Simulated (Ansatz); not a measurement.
# C3H2BrF: how energies converge with the basis set

Aim: see how fast density functionals converge with the basis set for C3H2BrF.

Computed with Ansatz 0.2.0, Gaussian basis. Level: one geometry, several basis sets.

Plan: PBE0-D4/def2-SVP; ωB97M-V/def2-SVP; PBE0-D4/def2-QZVPP; ωB97M-V/def2-QZVPP; the functionals' def2-TZVPP values are taken from earlier runs.

## Step 1: The relaxed structure

All runs share one geometry, relaxed beforehand with PBE0-D4 in a triple-zeta def2 set.

SMILES `FC1(Br)C=C1`, 7 atoms, charge 0, spin multiplicity 1.

Atoms are counted from 1 here; the program's logs count them from 0.

Bond lengths: F1–C2 1.364 Å, C2–Br3 1.937 Å, C2–C4 1.442 Å, C2–C5 1.442 Å, C4–C5 1.306 Å, C4–H6 1.078 Å, C5–H7 1.078 Å. Angles: F1–C2–Br3 107.2°, F1–C2–C4 121.0°, F1–C2–C5 121.0°, Br3–C2–C4 122.9°, Br3–C2–C5 122.9°, C4–C2–C5 53.9°, C2–C4–C5 63.1°, C2–C4–H6 147.2°, C5–C4–H6 149.7°, C2–C5–C4 63.1°, C2–C5–H7 147.2°, C4–C5–H7 149.7°.

## Step 2: PBE0-D4 in def2-SVP

in.yaml

```yaml
crystal:
  periodic: [false, false, false]
  atoms:
    - {symbol: F, position_ang: [0.191445, -1.602410, 0.867312]}
    - {symbol: C, position_ang: [-0.228053, -0.566593, 0.085908]}
    - {symbol: Br, position_ang: [-1.854136, -1.137126, -0.799632]}
    - {symbol: C, position_ang: [0.012969, 0.800867, 0.474408]}
    - {symbol: C, position_ang: [0.718724, 0.335390, -0.521547]}
    - {symbol: H, position_ang: [-0.245348, 1.615169, 1.131245]}
    - {symbol: H, position_ang: [1.465699, 0.486603, -1.283393]}
basis:
  gaussian: {orbitals: def2-SVP}
hamiltonian: {xc: pbe0, dispersion: d4}
output: {orbitals: {seedname: orbitals}}
```

Run with:

```sh
> ansatz run in.yaml --threads 4 --pin off --events-out ev --progress --plain --max-ram 10444MiB
```

Further steps of the session: ωB97M-V in def2-SVP; PBE0-D4 in def2-QZVPP; ωB97M-V in def2-QZVPP.

Q: Predict the results of all the runs planned. Wanted: PBE0-D4: double and triple zeta above quadruple; ωB97M-V: double and triple zeta above quadruple.

The runs gave:

| quantity | value |
| --- | --- |
| PBE0-D4: double and triple zeta above quadruple | 17.00, 1.74 eV |
| ωB97M-V: double and triple zeta above quadruple | 17.09, 1.67 eV |

In words: PBE0-D4 gains 15.26 eV from double to triple zeta, then 1.74 eV more. Total energies overstate the basis error of differences, where much of it tends to cancel.
